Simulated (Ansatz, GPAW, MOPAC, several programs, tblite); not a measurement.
What each method gives for WOTe (Janus 1T monolayer)

WOTe (Janus 1T monolayer), relaxed with r2SCAN in Ansatz, was computed with several methods. In-plane lattice: a = 3.207 Å, b = 3.207 Å, γ = 120.0°; thickness between the outer nuclei 2.96 Å. W has 3 O at 2.09 Å and 3 Te at 2.72 Å; O has 3 W at 2.09 Å; Te has 3 W at 2.72 Å and 6 Te at 3.21 Å. These are computed values for a spin-unpolarised cell that may be hypothetical; none is a measurement.

```cif
data_structure
_symmetry_space_group_name_H-M 'P 1'
_symmetry_Int_Tables_number 1
_cell_length_a 3.2067
_cell_length_b 3.2067
_cell_length_c 30.1707
_cell_angle_alpha 90.000
_cell_angle_beta 90.000
_cell_angle_gamma 120.000
_cell_volume 268.68
loop_
_atom_site_label
_atom_site_type_symbol
_atom_site_fract_x
_atom_site_fract_y
_atom_site_fract_z
_atom_site_occupancy
W1 W 0.00000 0.00000 0.30966 1
O1 O 0.33333 0.66667 0.34169 1
Te1 Te 0.66667 0.33333 0.24355 1
```
Periodic in the plane only; c spans the vacuum.

Gaps and times are for a single point on this cell. Times are rough, from shared hosts (Arm Neoverse V1), and each method has its own mesh and cell size. PM6 (MOPAC): levels, charges or heat of formation failed a check of plausibility, so no values are given. PM6 (MOPAC), PM7 (MOPAC), GFN1-xTB (tblite), GFN2-xTB (tblite) treat a cluster of cells at its zone centre, which samples few k points: where these miss a band edge, the gap comes out too large for that reason alone. Gaps from k meshes are read at a limited set of points (mesh, symmetry points, PBE's band edges), so each method's own least gap may be somewhat smaller. xTB and the PM methods were fitted mostly to molecules, and can miss a solid's gap by electronvolts. Minimal bases can be far off for gaps. d marks a direct gap, i an indirect one (no mark: not told apart), a dash a value that wasn't computed or didn't pass its checks.

```tsv
method	kind	gap (eV)	atoms computed	processor time
GFN1-xTB (tblite)	tight binding	0	27	1 s
GFN2-xTB (tblite)	tight binding	0	27	1.6 s
light PBE (260 eV and a coarse mesh)	light plane-wave	0.02 d	3	4.1 s
PBE/single zeta (GPAW)	small basis	overlap 0.21	3	11 s
PBE	semilocal	0.01	3	17 s
PM7 (MOPAC)	semi-empirical	5.14	27	30 s
PM6 (MOPAC)	semi-empirical	–	27	31 s
r2SCAN	semilocal	0.07 d	3	40 s
```

With PBE the bands overlap or touch, or nearly. Semilocal functionals can close a real gap, so this doesn't show a metal; small gaps of other methods may in turn close between the points read or with spin-orbit coupling, and the solid may be a semimetal.

No spin-orbit coupling is included; it can move band edges with weight on the heavy atoms by tenths of an eV.
